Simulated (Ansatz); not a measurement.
# Ti: a strain scan

This session takes Ti and sets out to see how energy and stress answer to the strain pattern (0, 0, 0, 1, 0, 0).

Computed with Ansatz 0.2.0 (DFT r2SCAN, scalar-relativistic, plane waves, PAW, unless a step's input says otherwise).

### Step 1. Starting point

The structure is cubic, space group Fm-3m (No. 225). The conventional cell has a = 4.060 Å, b = 4.060 Å, c = 4.060 Å, α = 90.00°, β = 90.00°, γ = 90.00°. Ti (site symmetry m-3m) has 12 Ti at 2.87 Å in its first shell of neighbours.

Coordinates:

```cif
data_structure
_symmetry_space_group_name_H-M 'P 1'
_symmetry_Int_Tables_number 1
_cell_length_a 2.8709
_cell_length_b 2.8709
_cell_length_c 2.8709
_cell_angle_alpha 60.000
_cell_angle_beta 60.000
_cell_angle_gamma 60.000
_cell_volume 16.73
loop_
_atom_site_label
_atom_site_type_symbol
_atom_site_fract_x
_atom_site_fract_y
_atom_site_fract_z
_atom_site_occupancy
Ti1 Ti 0.00000 0.00000 0.00000 1
```

The cell is taken as given, not relaxed at this level.

### Step 2. The reference cell

The reference gives a free energy of -2504.2989 eV, pressure 4.41 GPa, largest force 0.000 eV/Å and gap on the mesh none (metal). It was computed beforehand with the settings of the runs below.

### Step 3. Next: a strain scan

The cell is strained by ε times the Voigt pattern (0, 0, 0, 1, 0, 0) (xx, yy, zz, yz, xz, xy; engineering shear), with fractional coordinates fixed (clamped ions). The stress on the pattern is the sum of the stress components weighted by it, tension positive.

### Step 4. ε = -0.1500

Contents of input.yaml:

```yaml
crystal:
  lattice:
    - [0.0, 1.87775, 1.87775]
    - [2.03, -0.15225, 2.03]
    - [2.03, 2.03, -0.15225]
  atoms:
    - { symbol: Ti, position: [0.0, 0.0, 0.0] }
basis:
  ecutwfc: 500
kpoints:
  mp_grid: { grid: [20, 20, 20] }
hamiltonian:
  xc: r2scan
scf:
  occupations: { method: gaussian, width: 0.15 }
output:
  forces: true
  stress: true
  eigenvalues: true
```

Launch:

```sh
$ ansatz run input.yaml --threads 1 --pin off --max-ram 2560MiB --backend cpu --events-out ev --progress --plain --runs-dir out
```

Standard output, shortened:

```text
Warning: RAYON_NUM_THREADS=1 ignored (pool sized by the plan → 1); use --threads N
[...]
Pseudopotentials: kind: paw
Pseudopotential: Ti, paw, valence charge 12, recommended cutoff 500 eV (meta_gga), Ti.paw.azcp
Functional definition: r2SCAN
[...]
Crystal: 1 atoms, lattice volume = 16.637 Å³
Basis set: ecut = 500 eV, 439 PW (Γ), exchange–correlation on 80×96×96 points (64 copies of the dense FFT grid, shifted against one another)
Bands: 10, of which v1, the nominal top of the filled ones, is band 6 counted from 1 (5 counted from 0)
Symmetry: 8 space group operations
Space group: Immm (ITA 71), of the structure as read, at distance tolerance 2.6e-5 Å
k-points: 1166 of 8000
[...]
SCF iter   1: F=—  HF=-2504.190752 eV  |F-HF|=—  |Δ(HF+E_count)|=         —  Δρ=1.37e-2  dr2=2.67e-2  dr2_τ=9.93e-3  ethr=1.77e-3  ⟨swp⟩=4.5  Hψ=62881  notcnv=0
[...]
SCF iter   6: F=-2504.218287 eV  HF=-2504.218287 eV  |F-HF|=1.15e-8  |Δ(HF+E_count)|=   3.16e-7  Δρ=1.22e-5  dr2=9.17e-9  dr2_τ=1.10e-9  ethr=8.33e-10  ⟨swp⟩=5.0  Hψ=52122  notcnv=0
[...]
SCF converged after 6 iterations
Free energy (F): -2504.218287 eV
[...]
E sigma→0 (E₀):  -2504.210283 eV
Entropy (-TS):   -0.016007 eV (-16.007 meV/atom)
Fermi energy:    13.990044 eV
[...]
--- Forces (eV/Å), atoms counted from 1 ---
  atom   1  Ti    -0.00000000    -0.00000000    -0.00000000
[...]
--- Stress (GPa, compression-positive) ---
        4.256160      -0.000000       0.000000
       -0.000000       5.205197       9.257763
        0.000000       9.257763       5.205197
  P = ⅓ Tr σ = 4.8889 GPa (48.889 kbar)
--- Band table (eV; the first three rows and the last of 1166) ---
  k-point 0: bands = ["-45.0148", "-19.8246", "-19.7621", "-19.6175", "7.3818", "14.1960", "14.6324", "15.8729", "17.0357", "17.0607"]
[...]
```

Wall time 25 s (1 thread of Arm Neoverse V1, shared host); peak memory 0.57 GiB.

### Step 5. ε = 0.1125

input.yaml, as its differences from that of step 4:

```diff
@@ -2,5 +2,5 @@
   lattice:
-    - [0.0, 1.87775, 1.87775]
-    - [2.03, -0.15225, 2.03]
-    - [2.03, 2.03, -0.15225]
+    - [0.0, 2.1441875, 2.1441875]
+    - [2.03, 0.1141875, 2.03]
+    - [2.03, 2.03, 0.1141875]
   atoms:
@@ -19 +19,5 @@
   eigenvalues: true
+  write_density: true
+  write_potential: true
+  elf: true
+  volumetric_format: npy
```

Launch:

```sh
$ ansatz run input.yaml --threads 1 --pin off --max-ram 2560MiB --backend cpu --events-out ev --progress --plain --runs-dir out
```

Standard output, shortened:

```text
Warning: RAYON_NUM_THREADS=1 ignored (pool sized by the plan → 1); use --threads N
[...]
[... 3 set-up lines as earlier in the session ...]
[...]
Crystal: 1 atoms, lattice volume = 16.678 Å³
Basis set: ecut = 500 eV, 431 PW (Γ), exchange–correlation on 96×96×96 points (64 copies of the dense FFT grid, shifted against one another)
Bands: 10, of which v1, the nominal top of the filled ones, is band 6 counted from 1 (5 counted from 0)
[... 2 set-up lines as earlier in the session ...]
k-points: 1166 of 8000
[...]
SCF iter   1: F=—  HF=-2504.226740 eV  |F-HF|=—  |Δ(HF+E_count)|=         —  Δρ=1.43e-2  dr2=3.00e-2  dr2_τ=9.52e-3  ethr=1.77e-3  ⟨swp⟩=4.5  Hψ=62593  notcnv=0
[...]
SCF iter   6: F=-2504.252491 eV  HF=-2504.252491 eV  |F-HF|=3.67e-10  |Δ(HF+E_count)|=   9.25e-8  Δρ=7.26e-6  dr2=4.12e-9  dr2_τ=3.34e-10  ethr=7.16e-10  ⟨swp⟩=4.9  Hψ=58464  notcnv=0
[...]
SCF converged after 6 iterations
Free energy (F): -2504.252491 eV
[...]
E sigma→0 (E₀):  -2504.244354 eV
Entropy (-TS):   -0.016274 eV (-16.274 meV/atom)
Fermi energy:    13.934372 eV
[...]
--- Forces (eV/Å), atoms counted from 1 ---
  atom   1  Ti     0.00000000     0.00000000     0.00000000
[...]
--- Stress (GPa, compression-positive) ---
        4.483830      -0.000000      -0.000000
       -0.000000       4.855619      -7.435984
       -0.000000      -7.435984       4.855619
  P = ⅓ Tr σ = 4.7317 GPa (47.317 kbar)
--- Band table (eV; the first three rows and the last of 1166) ---
  k-point 0: bands = ["-45.0742", "-19.8744", "-19.8222", "-19.7247", "7.3335", "14.3377", "14.7263", "15.5866", "16.9135", "16.9357"]
[...]
```

Run time: 32 s. Hardware: 1 thread of Arm Neoverse V1, shared host; peak memory 0.57 GiB.

The maps below are laid out on this run's own conventional cell (a, b, c = 2.709, 3.032, 4.060 Å).

Density in a lattice plane of the grid's cell (edges 2.71 and 4.06 Å, at 0.000 of the third edge), which holds Ti.

Ten even steps from '0' (0.18 e/Å³) to '9' (10.20 e/Å³):
```
9864200000002468
6642100000001246
3221000000000122
0000000000000000
0000000000000000
0000000000000000
0000000000000000
0000000000000000
0000000000000000
0000000000000000
0000000000000000
0000000000000000
0000000000000000
0000000000000000
0000000000000000
0000000000000000
3221000000000122
6642100000001246
9864200000002468
9975200000002579
```
Columns run along the first of these edges and rows up along the second, over one cell in 16 and 20 even steps from the bottom left corner. Atoms in the plane (fractional): Ti at (0.00, 0.00).

ELF in the same plane.

Ten even steps from '0' (0.00) to '9' (0.77):
```
1368742222247863
6687532343235786
7765323464323567
4432234676432234
1111246888642111
2223467888764322
5556667777766655
8877766656667778
9988765444567889
9998654444456899
9988765444567889
8877766656667778
5556667777766655
2223467888764322
1111246888642111
4432234676432234
7765323464323567
6687532343235786
1368742222247863
0047742121247740
```
Columns run along the first of these edges and rows up along the second, over one cell in 16 and 20 even steps from the bottom left corner. Atoms in the plane (fractional): Ti at (0.00, 0.00).

Both are smooth fields of the valence electrons: close to the nuclei they are not physical.

The highest ELF values outside the cores: 0.77 between the atoms, 2.0 Å from Ti.

### Step 6. ε = -0.0750

Contents of input.yaml:

```yaml
crystal:
  lattice:
    - [0.0, 1.953875, 1.953875]
    - [2.03, -0.076125, 2.03]
    - [2.03, 2.03, -0.076125]
  atoms:
    - { symbol: Ti, position: [0.0, 0.0, 0.0] }
basis:
  ecutwfc: 500
kpoints:
  mp_grid: { grid: [20, 20, 20] }
hamiltonian:
  xc: r2scan
scf:
  occupations: { method: gaussian, width: 0.15 }
output:
  forces: true
  stress: true
  eigenvalues: true
```

Launch:

```sh
$ ansatz run input.yaml --threads 1 --pin off --max-ram 2560MiB --backend cpu --events-out ev --progress --plain --runs-dir out
```

Standard output, shortened:

```text
Warning: RAYON_NUM_THREADS=1 ignored (pool sized by the plan → 1); use --threads N
[...]
[... 3 set-up lines as earlier in the session ...]
[...]
Crystal: 1 atoms, lattice volume = 16.707 Å³
Basis set: ecut = 500 eV, 419 PW (Γ), exchange–correlation on 96×96×96 points (64 copies of the dense FFT grid, shifted against one another)
Bands: 10, of which v1, the nominal top of the filled ones, is band 6 counted from 1 (5 counted from 0)
[... 2 set-up lines as earlier in the session ...]
k-points: 1166 of 8000
[...]
SCF iter   1: F=—  HF=-2504.253640 eV  |F-HF|=—  |Δ(HF+E_count)|=         —  Δρ=1.47e-2  dr2=3.24e-2  dr2_τ=9.25e-3  ethr=1.77e-3  ⟨swp⟩=4.4  Hψ=62166  notcnv=0
[...]
SCF iter   6: F=-2504.278068 eV  HF=-2504.278068 eV  |F-HF|=1.17e-9  |Δ(HF+E_count)|=   1.22e-7  Δρ=5.81e-6  dr2=2.53e-9  dr2_τ=2.80e-10  ethr=7.24e-10  ⟨swp⟩=2.0  Hψ=41748  notcnv=0
[...]
SCF converged after 6 iterations
Free energy (F): -2504.278068 eV
[...]
E sigma→0 (E₀):  -2504.269803 eV
Entropy (-TS):   -0.016531 eV (-16.531 meV/atom)
Fermi energy:    13.888691 eV
[...]
--- Forces (eV/Å), atoms counted from 1 ---
  atom   1  Ti    -0.00000000    -0.00000000    -0.00000000
[...]
--- Stress (GPa, compression-positive) ---
        4.487058       0.000000       0.000000
        0.000000       4.626861       5.125471
        0.000000       5.125471       4.626861
  P = ⅓ Tr σ = 4.5803 GPa (45.803 kbar)
--- Band table (eV; the first three rows and the last of 1166) ---
  k-point 0: bands = ["-45.1148", "-19.9015", "-19.8631", "-19.8050", "7.2990", "14.4976", "14.8032", "15.3262", "16.8277", "16.8409"]
[...]
```

Wall time 26 s (1 thread of Arm Neoverse V1, shared host); peak memory 0.58 GiB.

### Step 7. At ε = 0.0375

input.yaml, as its differences from that of step 6:

```diff
@@ -2,5 +2,5 @@
   lattice:
-    - [0.0, 1.953875, 1.953875]
-    - [2.03, -0.076125, 2.03]
-    - [2.03, 2.03, -0.076125]
+    - [0.0, 2.0680625, 2.0680625]
+    - [2.03, 0.0380625, 2.03]
+    - [2.03, 2.03, 0.0380625]
   atoms:
```

Launch:

```sh
$ ansatz run input.yaml --threads 1 --pin off --max-ram 2560MiB --backend cpu --events-out ev --progress --plain --runs-dir out
```

Standard output, shortened:

```text
[...]
SCF converged after 6 iterations
Free energy (F): -2504.293703 eV
[...]
E sigma→0 (E₀):  -2504.285311 eV
Entropy (-TS):   -0.016784 eV (-16.784 meV/atom)
Fermi energy:    13.860752 eV
[...]
--- Forces (eV/Å), atoms counted from 1 ---
  atom   1  Ti     0.00000000     0.00000000    -0.00000000
[...]
--- Stress (GPa, compression-positive) ---
        4.438919      -0.000000       0.000000
       -0.000000       4.472213      -2.585153
        0.000000      -2.585153       4.472213
  P = ⅓ Tr σ = 4.4611 GPa (44.611 kbar)
--- Band table (eV; the first three rows and the last of 1166) ---
  k-point 0: bands = ["-45.1374", "-19.9071", "-19.8859", "-19.8599", "7.2784", "14.6762", "14.8549", "15.0895", "16.7778", "16.7816"]
[...]
```

Run time: 27 s. Hardware: 1 thread of Arm Neoverse V1, shared host; peak memory 0.58 GiB.

### Step 8. ε = 0.1312

input.yaml, as its differences from that of step 7:

```diff
@@ -2,5 +2,5 @@
   lattice:
-    - [0.0, 2.0680625, 2.0680625]
-    - [2.03, 0.0380625, 2.03]
-    - [2.03, 2.03, 0.0380625]
+    - [0.0, 2.163168, 2.163168]
+    - [2.03, 0.133168, 2.03]
+    - [2.03, 2.03, 0.133168]
   atoms:
```

Launch:

```sh
$ ansatz run input.yaml --threads 1 --pin off --max-ram 2560MiB --backend cpu --events-out ev --progress --plain --runs-dir out
```

Standard output, shortened:

```text
Warning: RAYON_NUM_THREADS=1 ignored (pool sized by the plan → 1); use --threads N
[...]
[... 3 set-up lines as earlier in the session ...]
[...]
Crystal: 1 atoms, lattice volume = 16.659 Å³
Basis set: ecut = 500 eV, 439 PW (Γ), exchange–correlation on 96×96×96 points (64 copies of the dense FFT grid, shifted against one another)
Bands: 10, of which v1, the nominal top of the filled ones, is band 6 counted from 1 (5 counted from 0)
[... 2 set-up lines as earlier in the session ...]
k-points: 1166 of 8000
[...]
SCF iter   1: F=—  HF=-2504.209791 eV  |F-HF|=—  |Δ(HF+E_count)|=         —  Δρ=1.40e-2  dr2=2.84e-2  dr2_τ=9.71e-3  ethr=1.77e-3  ⟨swp⟩=4.5  Hψ=62635  notcnv=0
[...]
SCF iter   6: F=-2504.236390 eV  HF=-2504.236390 eV  |F-HF|=8.85e-9  |Δ(HF+E_count)|=   2.59e-7  Δρ=1.15e-5  dr2=8.62e-9  dr2_τ=9.46e-10  ethr=8.33e-10  ⟨swp⟩=5.0  Hψ=51431  notcnv=0
[...]
SCF converged after 6 iterations
Free energy (F): -2504.236390 eV
[...]
E sigma→0 (E₀):  -2504.228361 eV
Entropy (-TS):   -0.016057 eV (-16.057 meV/atom)
Fermi energy:    13.961845 eV
[...]
--- Forces (eV/Å), atoms counted from 1 ---
  atom   1  Ti     0.00000000    -0.00000000    -0.00000000
[...]
--- Stress (GPa, compression-positive) ---
        4.411273      -0.000000      -0.000000
       -0.000000       5.002831      -8.431922
       -0.000000      -8.431922       5.002831
  P = ⅓ Tr σ = 4.8056 GPa (48.056 kbar)
--- Band table (eV; the first three rows and the last of 1166) ---
  k-point 0: bands = ["-45.0467", "-19.8523", "-19.7944", "-19.6744", "7.3559", "14.2650", "14.6813", "15.7262", "16.9700", "16.9947"]
[...]
```

Run time: 28 s. Hardware: 1 thread of Arm Neoverse V1, shared host; peak memory 0.58 GiB.

### Step 9. Point ε = 0.0937

input.yaml, as its differences from that of step 8:

```diff
@@ -2,5 +2,5 @@
   lattice:
-    - [0.0, 2.163168, 2.163168]
-    - [2.03, 0.133168, 2.03]
-    - [2.03, 2.03, 0.133168]
+    - [0.0, 2.1251055, 2.1251055]
+    - [2.03, 0.0951055, 2.03]
+    - [2.03, 2.03, 0.0951055]
   atoms:
@@ -19 +19,5 @@
   eigenvalues: true
+  write_density: true
+  write_potential: true
+  elf: true
+  volumetric_format: npy
```

Launch:

```sh
$ ansatz run input.yaml --threads 1 --pin off --max-ram 2560MiB --backend cpu --events-out ev --progress --plain --runs-dir out
```

Standard output, shortened:

```text
[...]
SCF converged after 6 iterations
Free energy (F): -2504.266496 eV
[...]
E sigma→0 (E₀):  -2504.258272 eV
Entropy (-TS):   -0.016448 eV (-16.448 meV/atom)
Fermi energy:    13.909545 eV
[...]
--- Forces (eV/Å), atoms counted from 1 ---
  atom   1  Ti    -0.00000000     0.00000000    -0.00000000
[...]
--- Stress (GPa, compression-positive) ---
        4.501405       0.000000       0.000000
        0.000000       4.733168      -6.319988
        0.000000      -6.319988       4.733168
  P = ⅓ Tr σ = 4.6559 GPa (46.559 kbar)
--- Band table (eV; the first three rows and the last of 1166) ---
  k-point 0: bands = ["-45.0970", "-19.8908", "-19.8451", "-19.7683", "7.3145", "14.4154", "14.7674", "15.4528", "16.8659", "16.8840"]
[...]
```

It took 35 s on 1 thread of Arm Neoverse V1, shared host; peak memory 0.56 GiB.

The maps below are laid out on this run's own conventional cell (a, b, c = 2.736, 3.005, 4.060 Å).

Density in a lattice plane of the grid's cell (edges 2.74 and 4.06 Å, at 0.000 of the third edge), which holds Ti.

Values in e/Å³, 12 rows by 8 columns:
```
 8.06  5.61  1.60  0.32  0.23  0.32  1.60  5.61
 2.43  1.53  0.52  0.25  0.23  0.25  0.52  1.53
 0.35  0.29  0.23  0.22  0.22  0.22  0.23  0.29
 0.19  0.19  0.19  0.20  0.21  0.20  0.19  0.19
 0.18  0.18  0.18  0.19  0.19  0.19  0.18  0.18
 0.18  0.18  0.18  0.18  0.19  0.18  0.18  0.18
 0.18  0.18  0.18  0.19  0.19  0.19  0.18  0.18
 0.19  0.19  0.19  0.20  0.21  0.20  0.19  0.19
 0.35  0.29  0.23  0.22  0.22  0.22  0.23  0.29
 2.43  1.53  0.52  0.25  0.23  0.25  0.52  1.53
 8.06  5.61  1.60  0.32  0.23  0.32  1.60  5.61
10.20  7.99  2.52  0.38  0.22  0.38  2.52  7.99
```
Columns run along the first of these edges and rows up along the second, over one cell in 8 and 12 even steps from the bottom left corner. Atoms in the plane (fractional): Ti at (0.00, 0.00).

ELF in the same plane.

Ten even steps from '0' (0.00) to '9' (0.77):
```
1367642222246763
6687532343235786
7765323565323567
4432234777432234
1111346888643111
2223467888764322
5556667777766655
8877766555667778
9988655444556889
9998654434456899
9988655444556889
8877766555667778
5556667777766655
2223467888764322
1111346888643111
4432234777432234
7765323565323567
6687532343235786
1367642222246763
0047742121247740
```
Columns run along the first of these edges and rows up along the second, over one cell in 16 and 20 even steps from the bottom left corner. Atoms in the plane (fractional): Ti at (0.00, 0.00).

Both are smooth fields of the valence electrons: close to the nuclei they are not physical.

The highest ELF values outside the cores: 0.77 between the atoms, 2.0 Å from Ti.

### Step 10. ε = 0.0562

Contents of input.yaml:

```yaml
crystal:
  lattice:
    - [0.0, 2.087043, 2.087043]
    - [2.03, 0.057043, 2.03]
    - [2.03, 2.03, 0.057043]
  atoms:
    - { symbol: Ti, position: [0.0, 0.0, 0.0] }
basis:
  ecutwfc: 500
kpoints:
  mp_grid: { grid: [20, 20, 20] }
hamiltonian:
  xc: r2scan
scf:
  occupations: { method: gaussian, width: 0.15 }
output:
  forces: true
  stress: true
  eigenvalues: true
```

Launch:

```sh
$ ansatz run input.yaml --threads 1 --pin off --max-ram 2560MiB --backend cpu --events-out ev --progress --plain --runs-dir out
```

Standard output, shortened:

```text
[...]
SCF converged after 6 iterations
Free energy (F): -2504.287196 eV
[...]
E sigma→0 (E₀):  -2504.278883 eV
Entropy (-TS):   -0.016626 eV (-16.626 meV/atom)
Fermi energy:    13.872197 eV
[...]
--- Forces (eV/Å), atoms counted from 1 ---
  atom   1  Ti     0.00000000    -0.00000000     0.00000000
[...]
--- Stress (GPa, compression-positive) ---
        4.462619      -0.000000       0.000000
       -0.000000       4.538646      -3.865537
        0.000000      -3.865537       4.538646
  P = ⅓ Tr σ = 4.5133 GPa (45.133 kbar)
--- Band table (eV; the first three rows and the last of 1166) ---
  k-point 0: bands = ["-45.1283", "-19.9069", "-19.8767", "-19.8355", "7.2870", "14.5847", "14.8328", "15.2047", "16.7983", "16.8064"]
[...]
```

Wall time 27 s (1 thread of Arm Neoverse V1, shared host); peak memory 0.58 GiB.

### Step 11. Point ε = 0.0187

input.yaml, as its differences from that of step 10:

```diff
@@ -2,5 +2,5 @@
   lattice:
-    - [0.0, 2.087043, 2.087043]
-    - [2.03, 0.057043, 2.03]
-    - [2.03, 2.03, 0.057043]
+    - [0.0, 2.0489805, 2.0489805]
+    - [2.03, 0.0189805, 2.03]
+    - [2.03, 2.03, 0.0189805]
   atoms:
```

Launch:

```sh
$ ansatz run input.yaml --threads 1 --pin off --max-ram 2560MiB --backend cpu --events-out ev --progress --plain --runs-dir out
```

Standard output, shortened:

```text
[...]
SCF converged after 6 iterations
Free energy (F): -2504.297631 eV
[...]
E sigma→0 (E₀):  -2504.289164 eV
Entropy (-TS):   -0.016933 eV (-16.933 meV/atom)
Fermi energy:    13.854206 eV
[...]
--- Forces (eV/Å), atoms counted from 1 ---
  atom   1  Ti    -0.00000000     0.00000000    -0.00000000
[...]
--- Stress (GPa, compression-positive) ---
        4.420890       0.000000      -0.000000
        0.000000       4.429150      -1.290451
       -0.000000      -1.290451       4.429150
  P = ⅓ Tr σ = 4.4264 GPa (44.264 kbar)
--- Band table (eV; the first three rows and the last of 1166) ---
  k-point 0: bands = ["-45.1426", "-19.9022", "-19.8911", "-19.8788", "7.2732", "14.7728", "14.8688", "14.9788", "16.7657", "16.7667"]
[...]
```

Run time: 27 s. Hardware: 1 thread of Arm Neoverse V1, shared host; peak memory 0.58 GiB.

### Step 12. All points together

All points in order; energies are free energies above the reference cell:

```tsv
ε	ΔE (meV/atom)	stress on the pattern (GPa)	pressure (GPa)
-0.1500	80.6	-9.26	4.9
-0.0750	20.9	-5.13	4.6
0.0000	0.0	0.00	4.4
0.0187	1.3	1.29	4.4
0.0375	5.2	2.59	4.5
0.0562	11.7	3.87	4.5
0.0937	32.4	6.32	4.7
0.1125	46.4	7.44	4.7
0.1312	62.5	8.43	4.8
```

Not run, since symmetry makes them alike: 0.1500 repeats -0.1500, -0.1125 repeats 0.1125, 0.0750 repeats -0.0750, -0.0375 repeats 0.0375. Energy, pressure and gap are the same there.

### Step 13. Outcome

| quantity | value |
| --- | --- |
| slope of the stress at ε = 0, from the points at -0.0750, 0 and 0.0187 | 69 GPa |

What this shows: From the stress slope, C44 is about 69 GPa with the ions clamped. The step is wide, so higher orders mix in. The reference stands under 4.4 GPa, so this is no zero-stress constant. No sampled point lies below the undisturbed cell.
